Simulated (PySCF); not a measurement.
# C5H8SSi: electronic excitations

Wanted: the electronic excitations of C5H8SSi (`C1=C(C2CC2)S[SiH2]1`), by calculation.

Computed with PySCF 2.14.0, with density-fitted response routines of our own, on a single molecule in the gas phase. Atoms count from 0, in the outputs and in this text.

### 1 The starting structure

15 atoms, charge 0, multiplicity 1; geometry from: GFN2-xTB.

Bonds of the start (Å): C0–C1 1.35, C1–C2 1.46, C2–C3 1.51, C3–C4 1.49, C1–S5 1.77, S5–Si6 2.22, Si6–C0 1.86, C4–C2 1.51, C0–H7 1.08, C2–H8 1.08, C3–H9 1.08, C3–H10 1.08, C4–H11 1.08, C4–H12 1.08, Si6–H13 1.45, Si6–H14 1.45.

### 2 Ultraviolet spectrum: PBE0/def2-SVPD

Job settings and geometry (Å):

```
{"job": {"kind": "uv", "xc": "PBE0", "basis": "def2-SVPD", "nstates": 8, "ntriplets": 3}, "charge": 0, "multiplicity": 1}
C      1.220481     0.618686     0.121894
C      0.442385    -0.454850    -0.143387
C     -1.005887    -0.619181    -0.135743
C     -1.839083     0.134286     0.873713
C     -1.891962     0.527398    -0.560752
S      1.494307    -1.821189    -0.554168
Si     2.894548    -0.150519    -0.146821
H      0.860284     1.594436     0.401650
H     -1.329942    -1.618732    -0.397272
H     -2.685710    -0.377612     1.304556
H     -1.317017     0.778575     1.564468
H     -1.406957     1.443843    -0.860360
H     -2.774704     0.290031    -1.134056
H      3.627404     0.156175    -1.364808
H      3.707438    -0.493357     1.009174
```

Method: TDDFT PBE0/def2-SVPD, vertical, gas phase, core orbitals frozen in the response.

On the command line:

```bash
$ OMP_NUM_THREADS=1 python probes_run.py task.json out
```

The driver reads the jobs from task.json and runs them one after another.

Log:

```text
coarse grid: 13640 points
cycle   1  E = -882.0073916274  dE =  1.009e+00  |g| = 3.868e-01  |ddm| = 7.864e+00
cycle   2  E = -881.9950295482  dE =  1.236e-02  |g| = 4.482e-01  |ddm| = 1.823e+00
cycle   3  E = -882.0507920489  dE = -5.576e-02  |g| = 6.297e-02  |ddm| = 9.966e-01
cycle   4  E = -882.0514834044  dE = -6.914e-04  |g| = 4.169e-02  |ddm| = 2.330e-01
cycle   5  E = -882.0520133412  dE = -5.299e-04  |g| = 6.804e-03  |ddm| = 1.050e-01
cycle   6  E = -882.0520240653  dE = -1.072e-05  |g| = 3.581e-03  |ddm| = 2.798e-02
cycle   7  E = -882.0520274912  dE = -3.426e-06  |g| = 5.388e-04  |ddm| = 9.049e-03
final grid: 122688 points
cycle   8  E = -882.1527227930  dE = -2.655e-05  |g| = 8.375e-03  |ddm| = 1.486e-01
cycle   9  E = -882.1527032058  dE =  1.959e-05  |g| = 1.167e-02  |ddm| = 4.058e-02
cycle  10  E = -882.1527419437  dE = -3.874e-05  |g| = 1.037e-03  |ddm| = 2.487e-02
cycle  11  E = -882.1527422576  dE = -3.139e-07  |g| = 2.623e-04  |ddm| = 3.645e-03
cycle  12  E = -882.1527422756  dE = -1.795e-08  |g| = 4.549e-05  |ddm| = 7.565e-04
cycle  13  E = -882.1527422760  dE = -3.934e-10  |g| = 2.714e-05  |ddm| = 1.868e-04
converged SCF energy = -882.1527422760

Static polarisability (au): isotropic 102.115, principal 79.823 98.718 127.804

Singlet excitations
state   eV       nm        f      main configurations
  1   4.3092    287.7   0.00590   H->L 0.98
  2   4.6672    265.7   0.04590   H->L+1 0.96
  3   4.8687    254.7   0.00173   H->L+2 0.95
  4   5.6802    218.3   0.00112   H->L+3 0.93
  5   6.2383    198.7   0.00002   H->L+4 0.86
  6   6.2978    196.9   0.00001   H-2->L+1 0.67, H-1->L 0.28
  7   6.3768    194.4   0.00142   H-1->L 0.63, H-2->L+1 0.31
  8   6.4454    192.4   0.01477   H->L+5 0.96

Triplet excitations (Tamm-Dancoff, eV): 3.3568 4.0772 4.5540
```

Run time: 64 s. Hardware: 1 thread of Arm Neoverse N1, shared host; peak memory 0.84 GiB.

Frontier orbitals and where they lie:

```
orbital     eV                        atoms
 HOMO−3  -8.66    C4 20 %, C3 20 %, S5 14 %
 HOMO−2  -8.29   S5 55 %, C0 16 %, Si6 16 %
 HOMO−1  -7.99    S5 22 %, C2 17 %, C1 13 %
   HOMO  -6.09    S5 47 %, C0 26 %, C1 15 %
   LUMO  -0.48  Si6 46 %, S5 19 %, H13 11 %
 LUMO+1  -0.44    C1 34 %, C0 22 %, Si6 9 %
 LUMO+2   0.18    S5 45 %, Si6 16 %, C1 9 %
```

With each of the 8 states as a Gaussian band of 0.4 eV half-width at 1/e, the curve within the window shown has maxima at 267 nm (ε 2,000), 193 nm (ε 660) L/(mol cm). Beyond the last state computed it falls off for lack of states. The curve at chosen wavelengths:

nm, ε (L/mol/cm) and a bar:
```
      184        366 #####
      190        621 #########
      196        613 #########
      202        393 #####
      208        191 ##
      214         94 #
      220         64 
      226         72 #
      232        142 ##
      238        334 #####
      244        686 ##########
      250       1159 #################
      256       1629 ########################
      262       1944 #############################
      268       2017 ##############################
      274       1858 ############################
      280       1551 #######################
      286       1194 ##################
      292        862 #############
      298        592 ########
      304        391 #####
      310        250 ###
      316        156 ##
      322         95 #
      328         56 
      334         33
```

Ground-state properties from the same run:

```
           property  computed
  dipole moment (D)      1.93
polarisability (Å³)     15.13
 HOMO–LUMO gap (eV)      5.62
      −ε(HOMO) (eV)      6.09
```

### 3 Results

| quantity | value |
| --- | --- |
| lowest singlet (PBE0/def2-SVPD) | 4.31 eV (288 nm), f = 0.006 |
| brightest single state of those computed | state 2, 4.67 eV, f = 0.046 |
| lowest triplet | 3.36 eV |

The first singlet state (HOMO→LUMO 0.98) lies at 4.31 eV and is weak; of the 8 states computed, the strongest absorption comes from state 2 at 4.67 eV. The lowest triplet lies 0.95 eV below the lowest singlet (triplets in Tamm-Dancoff, singlets in full TDDFT).
